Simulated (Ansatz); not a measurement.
I need a rigid torsion scan of CH₅BFNO, SMILES CNB(O)F. Use Ansatz 0.2.0, Python API. Level of theory (for the species named): PBE0, cc-pVDZ basis, multiplicity 1, D3BJ dispersion.

```yaml
atoms:
  - { symbol: C, position_ang: [-1.0715, -0.7377, 0.1366] }
  - { symbol: N, position_ang: [0.1884, -0.4159, 0.7059] }
  - { symbol: B, position_ang: [0.8385, 0.7268, -0.0687] }
  - { symbol: O, position_ang: [2.2269, 0.5058, -0.7185] }
  - { symbol: F, position_ang: [0.2718, 2.0326, -0.1089] }
  - { symbol: H, position_ang: [-1.7877, 0.2121, 0.1875] }
  - { symbol: H, position_ang: [-0.9908, -1.0118, -0.9315] }
  - { symbol: H, position_ang: [-1.5584, -1.5070, 0.6788] }
  - { symbol: H, position_ang: [0.0508, -0.0665, 1.7306] }
  - { symbol: H, position_ang: [1.9152, 0.2104, -1.6088] }
```

Script `torsion_ch5bfno.py`:
```python
"""Energy of CH5BFNO as one group turns about a bond."""

import logging
import sys

import ansatz as az
from ase import Atoms

logging.basicConfig(stream=sys.stdout, format="[%(levelname)s] %(message)s")
logger = logging.getLogger("ch5bfno")
logger.setLevel(logging.INFO)

atoms = Atoms(["C", "N", "B", "O", "F", "H", "H", "H", "H", "H"], positions=[
    [-1.0715, -0.7377, 0.1366],
    [0.1884, -0.4159, 0.7059],
    [0.8385, 0.7268, -0.0687],
    [2.2269, 0.5058, -0.7185],
    [0.2718, 2.0326, -0.1089],
    [-1.7877, 0.2121, 0.1875],
    [-0.9908, -1.0118, -0.9315],
    [-1.5584, -1.507, 0.6788],
    [0.0508, -0.0665, 1.7306],
    [1.9152, 0.2104, -1.6088],
])

# start the scan from a relaxed geometry
first = (
    az.Crystal.molecule_from_ase(atoms).calculation()
    .basis(gaussian="cc-pVDZ")
    .functional("pbe0", dispersion="d3bj")
    .relax(force_tolerance=0.02, max_steps=80)
)
atoms.positions = first.run().report["positions_ang"]

start = atoms.get_dihedral(1, 2, 3, 9)
energies = {}
for turn in range(0, 360, 40):
    turned = atoms.copy()
    turned.set_dihedral(1, 2, 3, 9, start + turn, indices=[3, 9])
    base = az.Crystal.molecule_from_ase(turned).calculation()
    base = base.basis(gaussian="cc-pVDZ")
    base = base.functional("pbe0", dispersion="d3bj")
    energies[round((start + turn) % 360)] = base.run().report["free_energy_ev"]
floor = min(energies.values())
logger.info("dihedral N1-B2-O3-H9 (deg)   E - E(min) (eV)")
for angle, e in sorted(energies.items()):
    logger.info(f"{angle:8d} {(e - floor):14.3f}  " + "#" * int(30 * (e - floor) / max(max(energies.values()) - floor, 1e-9)))
```

```console
$ python torsion_ch5bfno.py
[INFO] dihedral N1-B2-O3-H9 (deg)   E - E(min) (eV)
[INFO]        0          0.038  ####
[INFO]       40          0.142  ###############
[INFO]       80          0.276  ##############################
[INFO]      120          0.186  ####################
[INFO]      160          0.000
[INFO]      200          0.001
[INFO]      240          0.187  ####################
[INFO]      280          0.276  #############################
[INFO]      320          0.142  ###############
```

Notes:
- These settings explore the input space; basis and method may be short of convergence.
- The scan is rigid and the energies are electronic, in a modest basis. With rigid groups the curve can differ much from the relaxed path, the start wasn't checked as a minimum of this torsion, and equivalent turns needn't return to the same energy.
- Finished in 98 s on 1 thread of Arm Neoverse V1, on a shared host, peak memory 0.26 GiB.

(Lines on the test bed's own set-up are left out of the output.)
